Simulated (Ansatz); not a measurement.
Relaxation of a periodic cell of 35 atoms, Si12O23 (host SiO2, host structure P3_121, one O atom removed), to a largest force component of 0.03 eV/Å in at most 60 steps.

Level of theory: DFT PBE, scalar-relativistic, plane waves, PAW in Ansatz. Settings: PAW set soft_1, cutoff 420 eV, k mesh 2x2x2, fermi-dirac smearing 0.02 eV, no spin polarisation.

```xyz
35
Lattice="-2.4605 4.2617 5.4163 4.9210 0.0000 5.4163 4.9210 8.5234 0.0000" Properties=species:S:1:pos:R:3:forces:R:3
Si 7.291 8.535 4.505 -3.97 -1.01 1.62
Si 3.780 2.025 6.312 -4.62 0.75 0.61
Si 1.328 2.246 2.690 -1.75 -1.20 0.92
O 6.291 9.634 3.879 -0.31 0.38 -0.64
O 0.251 1.774 1.537 2.83 -0.63 1.07
O 0.832 4.893 5.629 0.67 -0.22 0.94
O 0.797 3.597 3.311 -1.08 2.06 1.60
O 2.769 2.409 2.098 1.73 0.19 -1.10
O 3.804 11.663 5.120 0.25 -0.07 0.49
Si 4.821 4.266 4.466 -3.14 2.30 3.73
Si 6.264 6.275 6.381 -0.05 -0.55 -1.43
Si 3.781 6.574 2.775 1.02 -6.39 -3.75
O 3.852 5.440 3.872 0.28 -1.68 1.28
O 2.821 6.007 1.552 -0.65 0.08 0.12
O 3.234 9.152 5.682 0.45 -0.62 -0.13
O 3.237 7.794 3.351 -3.26 7.80 3.70
O 5.167 6.731 2.075 3.04 0.43 -1.65
O 1.403 7.408 5.194 0.03 0.71 -0.68
Si -0.137 4.324 4.533 0.59 -3.86 -1.72
Si 1.324 6.247 6.311 0.39 1.18 0.42
Si 3.788 6.526 8.113 -1.38 -0.36 0.85
O 3.873 5.399 9.284 -1.23 1.44 -0.78
O 2.792 6.060 6.947 -0.25 -0.53 -0.11
O 5.695 4.918 5.671 0.34 -0.42 0.38
O 3.215 7.859 8.828 2.65 -1.43 -3.20
O 5.182 6.789 7.473 1.97 0.57 -0.10
O 3.819 3.151 5.133 0.04 -0.10 -0.10
Si 2.349 8.577 4.499 -0.40 -2.95 0.25
Si 3.754 10.514 6.302 -1.40 2.31 0.43
Si 6.133 10.778 8.183 3.79 0.01 -4.34
O 6.334 9.652 9.243 -0.76 -0.92 1.35
O 5.167 10.313 6.977 0.54 -0.52 0.33
O 8.139 9.133 5.672 1.62 0.72 1.27
O 5.711 12.144 8.808 0.67 0.85 -0.84
O 6.256 7.333 5.154 1.36 1.70 -0.80
```

Task: Where does it end, and by what steps?

Result: It converged. Limits of this set-up: no spin, though dangling bonds at a vacancy may carry it, a small cell, in which the defect meets its images, a typed lattice constant that wasn't relaxed here. After 7 steps the energy has fallen by 3.699 eV; Si30 moved furthest, 0.40 Å. Joined: Si2–Si30 (3.19 → 2.46 Å).

```tsv
step	energy less start (eV)	largest force component (eV/Å)	accepted
0	0.0000	7.800	yes
1	-2.2688	4.133	yes
2	-3.4325	1.154	yes
3	-3.6341	0.733	yes
4	-3.6676	0.300	yes
5	-3.6911	0.130	yes
6	-3.6990	0.034	yes
7	-3.6994	0.026	yes
```

```xyz
35
Lattice="-2.4605 4.2617 5.4163 4.9210 0.0000 5.4163 4.9210 8.5234 0.0000" Properties=species:S:1:pos:R:3
Si 7.383 8.451 4.435
Si 3.497 2.026 6.482
Si 1.276 2.273 2.733
O 6.411 9.558 3.755
O 0.041 1.863 1.763
O 0.690 4.901 5.773
O 0.904 3.635 3.517
O 2.652 2.642 1.955
O 3.760 11.631 5.130
Si 4.671 4.234 4.630
Si 6.227 6.274 6.310
Si 3.796 6.471 2.720
O 3.775 5.392 3.933
O 2.754 5.988 1.570
O 3.289 9.081 5.680
O 3.358 7.909 3.319
O 5.282 6.660 2.103
O 1.365 7.380 5.048
Si -0.163 4.257 4.555
Si 1.253 6.330 6.289
Si 3.751 6.561 8.115
O 3.857 5.361 9.205
O 2.712 6.091 6.954
O 5.630 4.856 5.789
O 3.167 7.858 8.891
O 5.192 6.898 7.421
O 3.633 3.187 5.324
Si 2.376 8.511 4.458
Si 3.798 10.493 6.300
Si 6.455 10.785 7.944
O 6.444 9.688 9.166
O 5.313 10.330 6.856
O 8.171 9.127 5.695
O 5.971 12.171 8.704
O 6.427 7.270 5.036
```

Whether the end is a true minimum wasn't checked by a vibrational analysis.

Time of the run: 43 s on 4 threads of Arm Neoverse V2 (shared host), peak memory 1.5 GiB.
